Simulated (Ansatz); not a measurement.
Task: a rigid scan of one bond length of BH4O2Sb, SMILES O[B](O)[SbH2], with the Ansatz DFT code, driven from Python. Give the script and its output. Settings (for the species named): MP2, def2-SVP basis, multiplicity 1.

| atom | x (Å) | y (Å) | z (Å) |
| --- | --- | --- | --- |
| O | 0.5399 | 1.2588 | -0.8568 |
| B | 0.0223 | 0.4771 | 0.2425 |
| O | 0.3574 | 0.8294 | 1.5998 |
| Sb | -1.1645 | -1.3084 | -0.1561 |
| H | -0.2179 | 1.9745 | -1.0090 |
| H | 1.2379 | 0.3586 | 1.7755 |
| H | -0.8253 | -1.2688 | -1.8654 |
| H | 0.1422 | -2.3782 | 0.2137 |

`bh4o2sb_scan.py`
```python
'''Potential curve of BH4O2Sb along one bond.'''

import ansatz as az
import numpy as np

GEOMETRY = '''
O     0.53990    1.25880   -0.85680
B     0.02230    0.47710    0.24250
O     0.35740    0.82940    1.59980
Sb   -1.16450   -1.30840   -0.15610
H    -0.21790    1.97450   -1.00900
H     1.23790    0.35860    1.77550
H    -0.82530   -1.26880   -1.86540
H     0.14220   -2.37820    0.21370
'''

mol = az.Crystal.molecule()
for line in GEOMETRY.strip().splitlines():
    symbol, *xyz = line.split()
    mol = mol.atom(symbol, [float(v) for v in xyz])

symbols = [site.symbol for site in mol.cartesian_sites]
start = np.array([site.position_ang for site in mol.cartesian_sites])
axis = (start[0] - start[1]) / np.linalg.norm(start[0] - start[1])
moving = [0, 4]
lengths, energies = [1.23, 1.33, 1.44, 1.59, 1.81, 2.17, 2.6, 3.18], []
for length in lengths:
    xyz = start.copy()
    xyz[moving] += (length - np.linalg.norm(start[0] - start[1])) * axis
    point = az.Crystal.molecule()
    for symbol, place in zip(symbols, xyz):
        point = point.atom(symbol, place.tolist())
    setup = (
        point.calculation()
        .basis(gaussian='def2-SVP')
        .correlation('mp2')  # correlation on top of the mean field
    )
    data = setup.run(threads=1).report
    energies.append(data['free_energy_ev'])
    print(f'r = {length:6.3f} A  E = {energies[-1]:.5f} eV  <S^2> = {abs(data["mean_field"]["state"]["spin_squared"]):.3f}')

print('energy above the lowest point (eV):', [round(e - min(energies), 3) for e in energies])
```

```console
$ python bh4o2sb_scan.py
r =  1.230 A  E = -11332.11797 eV  <S^2> = 0.000
r =  1.330 A  E = -11332.67108 eV  <S^2> = 0.000
r =  1.440 A  E = -11332.67700 eV  <S^2> = 0.000
r =  1.590 A  E = -11332.18346 eV  <S^2> = 0.000
r =  1.810 A  E = -11331.10415 eV  <S^2> = 0.000
r =  2.170 A  E = -11329.38167 eV  <S^2> = 0.000
r =  2.600 A  E = -11327.82911 eV  <S^2> = 0.000
r =  3.180 A  E = -11326.51020 eV  <S^2> = 0.000
energy above the lowest point (eV): [0.559, 0.006, 0.0, 0.494, 1.573, 3.295, 4.848, 6.167]
```

What to keep in mind:
- Total energies depend on the basis set; only differences at equal settings carry meaning.
- The rest of the molecule is held rigid at a force-field or estimated start geometry, and the basis set is modest; single-reference methods fail as a bond breaks.
- def2 sets replace the cores of elements past krypton by effective core potentials.
- The orbitals are restricted, so S² is zero by construction.
- Toward dissociation an unrestricted state can lie under the restricted one, by tenths of an eV for polar bonds under a functional and by 1 to 2 eV or more for others.
- S² is that of the Hartree-Fock reference.
- The whole script took 16 s on 1 thread of Arm Neoverse V1, with other jobs on the host, peak memory 0.27 GiB.
